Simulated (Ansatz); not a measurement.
Zr3V, space group P6_3/mmc, a breakdown of dispersion, smearing and cutoff terms

Program: the Python package of Ansatz (0.2.0).

`zr3v.cif`
```cif
data_Zr3V
_cell_length_a 6.336116
_cell_length_b 6.336116
_cell_length_c 4.919627
_cell_angle_alpha 90.00000
_cell_angle_beta 90.00000
_cell_angle_gamma 120.00000
_symmetry_space_group_name_H-M 'P 1'
_symmetry_Int_Tables_number 1
loop_
_symmetry_equiv_pos_as_xyz
'x, y, z'
loop_
_atom_site_label
_atom_site_type_symbol
_atom_site_fract_x
_atom_site_fract_y
_atom_site_fract_z
Zr1 Zr    0.345753    0.172876    0.750000
Zr2 Zr    0.827124    0.172876    0.750000
Zr3 Zr    0.827124    0.654247    0.750000
Zr4 Zr    0.654247    0.827124    0.250000
Zr5 Zr    0.172876    0.827124    0.250000
Zr6 Zr    0.172876    0.345753    0.250000
V7 V    0.666667    0.333333    0.250000
V8 V    0.333333    0.666667    0.750000
```

Run as a notebook:

```python
import warnings

import ansatz as az
from ase.io import read

MESH = (4, 4, 5)
TOLERANCE = 1e-07
OCCUPATIONS = "cold"
SMEARING_WIDTH = 0.05
```

```python
warnings.simplefilter("ignore", az.DeckWarning)
```

```python
atoms = read("zr3v.cif")
cell = az.Crystal.from_ase(atoms).moments(V=1.5)
```

```python
calc = (
    cell.calculation()
    .kpoints(*MESH, center="gamma")
    .scf(tolerance=TOLERANCE)
    .occupations(OCCUPATIONS, width=SMEARING_WIDTH)
    .spin("collinear")
)
with_term = calc.functional("revpbe", dispersion="d3bjatm").basis(420).cutoff_correction(670).run(threads=1).report
without = calc.functional("revpbe").basis(420).run(threads=1).report
finer = calc.functional("revpbe").basis(670).run(threads=1).report
removed = az.free_energy_without(with_term, az.EnergyTerm.DISPERSION)
print(f"dispersion term            {with_term['components']['e_disp']:.5f} eV")
print(f"F less dispersion          {removed:.5f} eV, run without it {without['free_energy_ev']:.5f} eV")
print(f"F less smearing term       {az.free_energy_without(without, az.EnergyTerm.SMEARING):.5f} eV")
print(f"estimated gain to 670 eV   {with_term['cutoff_correction']['energy_ev']:.5f} eV, found {finer['free_energy_ev'] - without['free_energy_ev']:.5f} eV")
```

    dispersion term            -7.40040 eV
    F less dispersion          -30962.01319 eV, run without it -30962.01319 eV
    F less smearing term       -30962.01366 eV
    estimated gain to 670 eV   -0.00784 eV, found -0.00792 eV

Caveats:
- The settings weren't tested for convergence.
- Other magnetic orders than the one started from may lie lower.
- Dispersion corrections can be off by several per cent in the lattices of metals, and by several GPa in the pressure at a fixed cell.
- For a metal this k-point mesh is coarse: on a finer one energies can move by several to tens of meV an atom and pressures by half a GPa or more, differences at one mesh by less.
- The structure comes from a database of computed cells and needn't be a stable or known phase.
- It ran for 5 min on 1 thread of AMD EPYC 7R43 64-Core Processor (Zen 3), with other jobs on the host, peak memory 0.97 GiB.
